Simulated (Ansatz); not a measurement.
**CH6ClSbSi: a ladder of functionals and wavefunction methods**

One table from this session's results is given with a row withheld; the runs are named, their logs left out.

Computed with Ansatz 0.2.0, Gaussian basis. Level: functionals in def2-TZVPP, the program's frozen cores in correlated methods.

The runs, in order: LDA (SPW92), PBE-D4, revPBE-D4, BLYP-D4, r2SCAN-D4, B97M-V, PBE0-D4, B3LYP-D4, r2SCANh-D4, r2SCAN0-D4, HSE06-D4, BHLYP-D4, CAM-B3LYP-D4, LC-ωPBE, ωB97X-V, ωB97M-V, B2PLYP, PBE-QIDH; CCSD(T)/def2-SVP; CCSD(T)/def2-TZVPP; MP2/def2-QZVPP; extrapolation to the limit; RPA on PBE.

### The relaxed structure

All runs share one geometry, relaxed beforehand with PBE0-D4 in a triple-zeta def2 set. Sb takes the def2 core potential; no spin-orbit term is included.

SMILES `[CH3][Sb]([SiH3])[Cl]`, 10 atoms, charge 0, spin multiplicity 1.

Atoms are counted from 1 here; the program's logs count them from 0.

Bond lengths: C1–Sb2 2.156 Å, C1–H5 1.089 Å, C1–H6 1.089 Å, C1–H7 1.092 Å, Sb2–Si3 2.583 Å, Sb2–Cl4 2.374 Å, Si3–H8 1.485 Å, Si3–H9 1.486 Å, Si3–H10 1.490 Å. Angles: Sb2–C1–H5 109.9°, Sb2–C1–H6 108.7°, Sb2–C1–H7 108.9°, H5–C1–H6 110.0°, H5–C1–H7 110.0°, H6–C1–H7 109.4°, C1–Sb2–Si3 93.0°, C1–Sb2–Cl4 95.1°, Si3–Sb2–Cl4 92.2°, Sb2–Si3–H8 109.8°, Sb2–Si3–H9 109.5°, Sb2–Si3–H10 109.2°, H8–Si3–H9 110.1°, H8–Si3–H10 109.0°, H9–Si3–H10 109.3°.

Geometry (Å):

```
C    -0.46899    1.66764   -0.04504
Sb   -0.85901   -0.04401    1.20615
Si    1.01105   -1.44479    0.10437
Cl   -2.51759   -0.97105   -0.21719
H    -0.39823    1.35739   -1.08621
H    -1.28256    2.38191    0.07648
H     0.46848    2.12966    0.27107
H     0.82909   -2.87989    0.44184
H     0.96843   -1.25793   -1.36950
H     2.33265   -0.98994    0.62113
```

Set-up of the first run:

Contents of in.yaml:

```yaml
crystal:
  periodic: [false, false, false]
  atoms:
    - {symbol: C, position_ang: [-0.468993, 1.667641, -0.045043]}
    - {symbol: Sb, position_ang: [-0.859008, -0.044012, 1.206146]}
    - {symbol: Si, position_ang: [1.011053, -1.444790, 0.104373]}
    - {symbol: Cl, position_ang: [-2.517593, -0.971053, -0.217190]}
    - {symbol: H, position_ang: [-0.398232, 1.357391, -1.086208]}
    - {symbol: H, position_ang: [-1.282565, 2.381913, 0.076485]}
    - {symbol: H, position_ang: [0.468477, 2.129663, 0.271072]}
    - {symbol: H, position_ang: [0.829087, -2.879886, 0.441837]}
    - {symbol: H, position_ang: [0.968430, -1.257926, -1.369501]}
    - {symbol: H, position_ang: [2.332646, -0.989939, 0.621129]}
basis:
  gaussian: {orbitals: def2-TZVPP}
hamiltonian: {xc: lda}
output: {orbitals: {seedname: orbitals}}
```

Among the steps run: LDA; PBE-D4 (GGA); revPBE-D4 (GGA); BLYP-D4 (GGA); r2SCAN-D4 (meta-GGA); B97M-V (meta-GGA); PBE0-D4 (hybrid); B3LYP-D4 (hybrid); r2SCANh-D4 (hybrid); r2SCAN0-D4 (hybrid); HSE06-D4 (hybrid); BHLYP-D4 (hybrid); CAM-B3LYP-D4 (range-separated); LC-ωPBE-D4 (range-separated; the results give it without D4); ωB97X-V (range-separated); ωB97M-V (range-separated); B2PLYP (double hybrid); PBE-QIDH (double hybrid).

One table of the session follows, with a row left open; its other results are not shown here.

It belongs to the step «Orbital energies across the functionals». 

| functional | HOMO (eV) | LUMO (eV) | gap (eV) |
| --- | --- | --- | --- |
| LDA (SPW92) | -6.11 | -2.56 | 3.55 |
| PBE-D4 | -5.97 | -2.33 | 3.64 |
| revPBE-D4 | -5.92 | -2.24 | 3.68 |
| BLYP-D4 | -5.83 | -2.22 | 3.61 |
| r2SCAN-D4 | -6.20 | -2.17 | 4.03 |
| B97M-V | -6.24 | -2.16 | 4.08 |
| PBE0-D4 | ? | ? | ? |
| B3LYP-D4 | -6.79 | -1.75 | 5.04 |
| r2SCANh-D4 | -6.57 | -1.88 | 4.69 |
| r2SCAN0-D4 | -7.12 | -1.46 | 5.66 |
| HSE06-D4 | -6.59 | -1.92 | 4.67 |
| BHLYP-D4 | -7.85 | -0.68 | 7.17 |
| CAM-B3LYP-D4 | -8.16 | -0.54 | 7.62 |
| LC-ωPBE | -9.39 | 0.56 | 9.95 |
| ωB97X-V | -9.09 | 0.45 | 9.54 |
| ωB97M-V | -8.95 | 0.28 | 9.23 |

Estimate the missing values for PBE0-D4.

**Answer.** HOMO (eV): -6.97; LUMO (eV): -1.55; gap (eV): 5.43. In the column «HOMO (eV)» it lies between r2SCAN0-D4 (-7.12) and B3LYP-D4 (-6.79).
